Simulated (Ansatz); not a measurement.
**Lead, beta-Sn type under PBEsol: structure, energy and stiffness**

What does PBEsol give for lead in the beta-Sn type structure? We relax it, solve it on a dense k-mesh, then scale the cell to 7 volumes from 88 to 112 % of the relaxed one and try a fit of the equation of state. Spin polarisation is left out. The k-meshes are 11×11×7 for the relaxation; 18×18×12 for the dense run; 12×12×8 for the volumes.

Computed with Ansatz 0.2.0 (DFT PBEsol, plane waves (420 eV) with PAW, scalar-relativistic; the PAW data stem from PBE, with regenerated cores, unless a step says otherwise).

### Step 1. The system as given

It takes space group I4_1/amd (No. 141, tetragonal). Conventional cell: a = 6.156 Å, b = 6.156 Å, c = 3.361 Å, α = 90.00°, β = 90.00°, γ = 90.00°. Pb (site symmetry -4m2) is surrounded by 6 Pb at 3.19 to 3.36 Å.

Coordinates:

```
Pb
1.0
    -3.07811    3.07811    1.68065
     3.07811   -3.07811    1.68065
     3.07811    3.07811   -1.68065
Pb
2
Cartesian
  0.0000 0.0000 0.0000
  0.0000 3.0781 0.8403
```

### Step 2. Relaxation of the cell

input.yaml reads:

```yaml
crystal:
  lattice:
    - [-3.078113441, 3.078113441, 1.6806499388]
    - [3.078113441, -3.078113441, 1.6806499388]
    - [3.078113441, 3.078113441, -1.6806499388]
  atoms:
    - { symbol: Pb, position: [0.0, 0.0, 0.0] }
    - { symbol: Pb, position: [0.75, 0.25, 0.5] }
hamiltonian:
  xc: pbesol
  pseudopotentials:
    kind: paw
    azcp:
      Pb: "pseudopotentials/Pb.paw.azcp"
basis:
  ecutwfc: 420
  fft_grid_basis: typed
kpoints:
  mp_grid: { grid: [11, 11, 7], shift: [0, 0, 0] }
magnetization:
  spin_polarized: false
scf:
  occupations: { method: fermi_dirac, width: 0.1 }
relax:
  max_steps: 60
  f_tol: 0.01
  cell: {}
output:
  write_density: true
  write_potential: true
  elf: true
  volumetric_format: npy
```

Further steps of the session: Dense single point; The cell scaled to 88 % of its volume; The cell scaled to 92 % of its volume; The cell scaled to 96 % of its volume; The cell scaled to 100 % of its volume; The cell scaled to 104 % of its volume; The cell scaled to 108 % of its volume; The cell scaled to 112 % of its volume.

**Question.** What will these runs give? Wanted: space group; conventional cell; volume; shortest distance; gap on the mesh; relative to fcc; V₀, B₀, B₀′.

**Answer**, as computed:

```
                      quantity                                               value
space group (spins left aside)                                       C2/c (No. 15)
             conventional cell  a = 3.303 Å, b = 8.594 Å, c = 4.634 Å, β = 108.42°
                        volume                                      31.201 Å³/atom
             shortest distance                                             3.182 Å
               gap on the mesh                        none (levels filled in part)
               relative to fcc                                       +138 meV/atom
                   V₀, B₀, B₀′                         31.192 Å³/atom, 44 GPa, 4.9
```

What this shows: From the guessed start the volume shrank by 2.0 % in 6 steps. The cell has left its prototype: it ends as C2/c. What follows belongs to that structure, not to the type named at the start. The mesh has less symmetry than the lattice, which may have let the distortion in. It lies 138 meV/atom above the element's reference form at the same level (fcc, from a run of its own). No gap shows: it is a metal or semimetal at this level. B₀ comes out at 44 GPa; letting shape and positions relax at each volume could only lower it.
